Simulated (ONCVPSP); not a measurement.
**Pseudopotential generation for Nd: ONCV, PBE**

Aim: build the potential from the settings below, then test how well it stands in for the atom: other configurations, scattering, ghost states and the plane-wave cutoff that it needs.

The numbers are computed with ONCVPSP 4.0.1.1 (patched build) (PBE, scalar-relativistic, spin-unpolarised reference atom).

## 1. Starting point

The settings as typed:

```json
{
 "element": "neodymium (Nd, Z = 60)",
 "type": "optimised norm-conserving Vanderbilt (ONCV)",
 "frozen core": "[Kr] 4d10",
 "valence charge": "14",
 "reference configuration": "4f4 5s2 5p6 6s1 (charge +1)",
 "partial waves": "5s+6s: rc 2.65 bohr, ncon 4, nbas 9, qcut 5.5 1/bohr, 2 projectors; 5p: rc 2.75 bohr, ncon 4, nbas 9, qcut 6.1 1/bohr, 3 projectors, debl 2.6 Ha; d scattering state at 0.39 Ha: rc 2.80 bohr, ncon 4, nbas 7, qcut 3.8 1/bohr, 2 projectors, debl 1.7 Ha; 4f: rc 1.30 bohr, ncon 3, nbas 8, qcut 14.9 1/bohr, 2 projectors, debl 3.5 Ha",
 "local potential": "polynomial inside 0.85 bohr (lpopt 4, dvloc0 0 Ha)",
 "core correction": "Teter function, fcfact 1.75, rcfact 1.5"
}
```

The outer shells as boxes (Hund's rule for the drawing; the calculation is spin-unpolarised):

```
[Kr] core
4d [↑↓][↑↓][↑↓][↑↓][↑↓]
4f [↑ ][↑ ][↑ ][↑ ][  ][  ][  ]
5s [↑↓]
5p [↑↓][↑↓][↑↓]
6s [↑ ]
```

The nodes and maxima of the atom's own shells, from an earlier all-electron run, set the scale for the radii.

All-electron outer shells of the reference configuration (PBE, scalar-relativistic, ld1.x):

| shell | level (eV) | outermost node (bohr) | outermost maximum (bohr) |
| --- | --- | --- | --- |
| 5s | -46.43 | 0.72 | 1.32 |
| 5p | -28.04 | 0.77 | 1.50 |
| 6s | -8.20 | 1.76 | 3.55 |
| 4f | -7.65 | – | 0.67 |
| 5d | -7.31 | 0.88 | 2.16 |
| 6p | -5.24 | 2.10 | 4.51 |

## 2. The generation run

Contents of Nd.dat:

```
# ATOM AND REFERENCE CONFIGURATION
# atsym  z   nc   nv     iexc    psfile
  Nd 60.00    9    4        4      upf
#
#   n    l    f
    1    0    2.00
    2    0    2.00
    2    1    6.00
    3    0    2.00
    3    1    6.00
    3    2   10.00
    4    0    2.00
    4    1    6.00
    4    2   10.00
    4    3    4.00
    5    0    2.00
    5    1    6.00
    6    0    1.00
#
# PSEUDOPOTENTIAL AND OPTIMIZATION
# lmax
    3
#
#   l,   rc,      ep,       ncon, nbas, qcut
    0    2.65    0.00    4    9    5.50
    1    2.75    0.00    4    9    6.10
    2    2.80    0.39    4    7    3.80
    3    1.30    0.00    3    8   14.90
#
# LOCAL POTENTIAL
# lloc, lpopt,  rc(5),   dvloc0
    4    4    0.85    0.00
#
# VANDERBILT-KLEINMAN-BYLANDER PROJECTORs
# l, nproj, debl
    0    2    3.20
    1    3    2.60
    2    2    1.70
    3    2    3.50
#
# MODEL CORE CHARGE
# icmod, fcfact, rcfact
    3    1.75    1.50
#
# LOG DERIVATIVE ANALYSIS
# epsh1, epsh2, depsh
   -3.00    5.00    0.02
#
# OUTPUT GRID
# rlmax, drl
    6.00    0.01
#
# TEST CONFIGURATIONS
# ncnf
    4
# nvcnf
#   n    l    f
    4
    4    3    4.00
    5    0    2.00
    5    1    6.00
    6    0    2.00
#
    4
    4    3    4.00
    5    0    2.00
    5    1    6.00
    6    0    0.00
#
    4
    4    3    3.00
    5    0    2.00
    5    1    6.00
    6    0    0.00
#
    5
    4    3    3.00
    5    0    2.00
    5    1    6.00
    6    0    1.00
    5    2    1.00
#
```

The run is started by

```bash
$ oncvpsp.x < Nd.dat > Nd.out
```

Q: Predict the outcome of this session. Wanted: cutoffs for 1 and 0.1 mHa per electron, occupied waves; bound ghosts; GHOST(+) flags; largest test error; largest phase difference near zero energy, channels read; rms error of d²Exc/dn², without and with the model core; projector energies reset by the program.

**Answer**, as computed:

| quantity | value |
| --- | --- |
| cutoffs for 1 and 0.1 mHa per electron, occupied waves | 83 Ha and 92 Ha |
| bound ghosts | s at -180.56 eV |
| GHOST(+) flags | p at 106 eV, d at 196 eV |
| largest test error (AE − PS) | +92 meV, for 4f3 5s2 5p6 6s0 |
| largest phase difference near zero energy, channels read | 0.001 rad |
| rms error of d²Exc/dn², without and with the model core | 9.30 and 6.04 mHa |
| projector energies reset by the program | d: 0.050, 1.750 Ha |

It has a bound ghost (s), a state that the atom doesn't have, and that rules the file out. By total energies transferability is fair: the largest error is 92 meV on 33.2 eV, for 4f3 5s2 5p6 6s0. By its cutoff, 83 Ha for the looser tolerance, it is very hard. At the looser tolerance the 4f wave is the slowest; 5s needs 8 Ha. Near zero energy the phases of the channels with partial waves agree within 0.001 rad. The program also flags highly localised states, GHOST(+) (p, d).
